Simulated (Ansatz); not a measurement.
**SiSSe: the band gap up the ladder of functionals**

An exercise on one series of results from a longer session: the logs are not shown, and one member is left open.

Code: Ansatz 0.2.0. PAW datasets, plane waves. Spin-unpolarised throughout. Whether this structure exists isn't addressed.

1 further run of the same task is left out (for a known fault of the program).

### The system as given

The cell was relaxed beforehand with r2SCAN.

The sheet's in-plane cell has a = 3.335 Å, b = 3.335 Å (γ = 120.0°), and its outermost atoms lie 3.01 Å apart along the normal. Si has 3 S at 2.40 Å and 3 Se at 2.49 Å; S has 3 Si at 2.40 Å; Se has 3 Si at 2.49 Å.

Coordinates:

```cif
data_structure
_symmetry_space_group_name_H-M 'P 1'
_symmetry_Int_Tables_number 1
_cell_length_a 3.3347
_cell_length_b 3.3347
_cell_length_c 29.5720
_cell_angle_alpha 90.000
_cell_angle_beta 90.000
_cell_angle_gamma 120.000
_cell_volume 284.78
loop_
_atom_site_label
_atom_site_type_symbol
_atom_site_fract_x
_atom_site_fract_y
_atom_site_fract_z
_atom_site_occupancy
Si1 Si 0.33333 0.66667 0.30611 1
S1 S 0.66667 0.33333 0.35441 1
Se1 Se 0.66667 0.33333 0.25250 1
```
The sheet repeats along a and b alone.

The first run:

Contents of input.yaml:

```yaml
crystal:
  lattice:
    - [3.3346699839, 0.0, 0.0]
    - [-1.6673349919, 2.8879089193, 0.0]
    - [0.0, 0.0, 29.5719780424]
  atoms:
    - { symbol: Si, position: [0.3333333333, 0.6666666667, 0.306114631] }
    - { symbol: S, position: [0.6666666667, 0.3333333333, 0.3544136492] }
    - { symbol: Se, position: [0.6666666667, 0.3333333333, 0.252498233] }
  periodic: [true, true, false]
kpoints:
  mp_grid: { grid: [12, 12, 1] }
  band_path:
    path:
      - [0, 0, 0]
      - [0.5, 0, 0]
      - [0.3333333333333, 0.3333333333333, 0]
      - [0, 0, 0]
    npoints: 10
hamiltonian:
  xc: pbe
scf:
  occupations: { method: fermi_dirac, width: 0.02 }
  n_extra_bands: 4
output:
  forces: true
  stress: true
  eigenvalues: true
```

Launch:

```sh
$ ansatz run input.yaml --threads 4 --pin off --max-ram 5529MiB --backend cpu --events-out ev --progress --plain --runs-dir out
```

Steps of the session up to this table: Band structure with PBE; r2SCAN at the same geometry; Single point with HSE06; PBE+SOC; LDA; HSE06+SOC at the same geometry.

One of the session's tables, all rows but one given; the rest of the session is left out.

| level | gap (eV) |
| --- | --- |
| PBE | -0.48 |
| r2SCAN | -0.28 |
| HSE06 | -0.06 |
| PBE+SOC | ? |
| LDA | -0.58 |
| HSE06+SOC | -0.22 |

**Question.** Estimate the row for PBE+SOC.

As computed: gap (eV): -0.61. In the column «gap (eV)» it is the lowest.

Meshes: PBE 12×12×1, r2SCAN 12×12×1, HSE06 6×6×1, PBE+SOC 12×12×1, LDA 12×12×1, HSE06+SOC 6×6×1

Every level leaves the bands touching or overlapping.

Caveats from the session: Warnings in the runs' records: filled band counts differ across k points, xc potential rough in thin density, stress scf threshold loose, stress exchange threshold loose.
